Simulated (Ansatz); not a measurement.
**C3H9NSi: how energies converge with the basis set**

The task here is to estimate one member of a computed series from the others.

The runs use Ansatz 0.2.0, Gaussian basis; one geometry, several basis sets.

Plan: PBE0-D4/def2-SVP; ωB97M-V/def2-SVP; PBE0-D4/def2-QZVPP; ωB97M-V/def2-QZVPP; the functionals' def2-TZVPP values are taken from earlier runs.

## The geometry

The geometry comes from an earlier relaxation with PBE0-D4 in a triple-zeta def2 set; it is a stationary point, not always the lowest conformer.

SMILES `C=C[SiH2]CN`, 14 atoms, charge 0, spin multiplicity 1.

Atoms are counted from 1 here; the program's logs count them from 0.

Bond lengths: C1–C2 1.331 Å, C1–H6 1.087 Å, C1–H7 1.087 Å, C2–Si3 1.863 Å, C2–H8 1.090 Å, Si3–C4 1.891 Å, Si3–H9 1.493 Å, Si3–H10 1.492 Å, C4–N5 1.467 Å, C4–H11 1.095 Å, C4–H12 1.095 Å, N5–H13 1.013 Å, N5–H14 1.013 Å. Angles: C2–C1–H6 121.6°, C2–C1–H7 122.3°, H6–C1–H7 116.0°, C1–C2–Si3 123.2°, C1–C2–H8 117.6°, Si3–C2–H8 119.2°, C2–Si3–C4 110.8°, C2–Si3–H9 109.4°, C2–Si3–H10 108.0°, C4–Si3–H9 107.4°, C4–Si3–H10 112.1°, H9–Si3–H10 109.1°, Si3–C4–N5 114.7°, Si3–C4–H11 109.6°, Si3–C4–H12 109.7°, N5–C4–H11 108.6°, N5–C4–H12 108.5°, H11–C4–H12 105.3° and more.

Coordinates:

```mol
C3H9NSi
  3D, bonds by distance, orders not assigned

 14 13  0  0  0  0  0  0  0  0999 V2000
   -1.5433    0.8680    1.8161 C   0  0
   -0.8862    0.9083    0.6595 C   0  0
    0.8306    0.2213    0.4370 Si  0  0
    0.8321   -1.1890   -0.8234 C   0  0
    0.3658   -0.8154   -2.1628 N   0  0
   -1.0986    0.4381    2.7097 H   0  0
   -2.5489    1.2649    1.9276 H   0  0
   -1.3916    1.3641   -0.1919 H   0  0
    1.7284    1.2914   -0.0908 H   0  0
    1.3286   -0.2191    1.7726 H   0  0
    1.8418   -1.6046   -0.9087 H   0  0
    0.2108   -2.0121   -0.4564 H   0  0
   -0.5957   -0.4994   -2.1300 H   0  0
    0.9132   -0.0458   -2.5297 H   0  0
  1  2  8  0
  2  3  8  0
  3  4  8  0
  4  5  8  0
  1  6  8  0
  1  7  8  0
  2  8  8  0
  3  9  8  0
  3 10  8  0
  4 11  8  0
  4 12  8  0
  5 13  8  0
  5 14  8  0
M  END
```

Set-up of the first run:

in.yaml reads:

```yaml
crystal:
  periodic: [false, false, false]
  atoms:
    - {symbol: C, position_ang: [-1.543250, 0.868032, 1.816134]}
    - {symbol: C, position_ang: [-0.886247, 0.908313, 0.659472]}
    - {symbol: Si, position_ang: [0.830570, 0.221272, 0.437012]}
    - {symbol: C, position_ang: [0.832144, -1.189028, -0.823427]}
    - {symbol: N, position_ang: [0.365825, -0.815414, -2.162793]}
    - {symbol: H, position_ang: [-1.098569, 0.438093, 2.709688]}
    - {symbol: H, position_ang: [-2.548855, 1.264890, 1.927557]}
    - {symbol: H, position_ang: [-1.391642, 1.364097, -0.191886]}
    - {symbol: H, position_ang: [1.728414, 1.291416, -0.090766]}
    - {symbol: H, position_ang: [1.328585, -0.219115, 1.772555]}
    - {symbol: H, position_ang: [1.841814, -1.604586, -0.908667]}
    - {symbol: H, position_ang: [0.210831, -2.012057, -0.456355]}
    - {symbol: H, position_ang: [-0.595743, -0.499425, -2.129996]}
    - {symbol: H, position_ang: [0.913223, -0.045789, -2.529728]}
basis:
  gaussian: {orbitals: def2-SVP}
hamiltonian: {xc: pbe0, dispersion: d4}
output: {orbitals: {seedname: orbitals}}
```

Among the steps run: PBE0-D4 in def2-SVP; ωB97M-V in def2-SVP; PBE0-D4 in def2-QZVPP; ωB97M-V in def2-QZVPP.

One table of the session follows, with a row left open; its other results are not shown here.

It belongs to the step «Density functionals: the series». 

| functional | basis | HOMO (eV) | LUMO (eV) |
| --- | --- | --- | --- |
| PBE0-D4 | def2-SVP | -6.28 | -0.32 |
| PBE0-D4 | def2-TZVPP | -6.49 | -0.52 |
| PBE0-D4 | def2-QZVPP | -6.54 | -0.58 |
| ωB97M-V | def2-SVP | -8.57 | 1.83 |
| ωB97M-V | def2-TZVPP | ? | ? |
| ωB97M-V | def2-QZVPP | -8.83 | 1.33 |

Q: Estimate the row for ωB97M-V, def2-TZVPP from the others.

As computed: HOMO (eV): -8.80; LUMO (eV): 1.50. In the column «HOMO (eV)» it lies between ωB97M-V, def2-QZVPP (-8.83) and ωB97M-V, def2-SVP (-8.57).
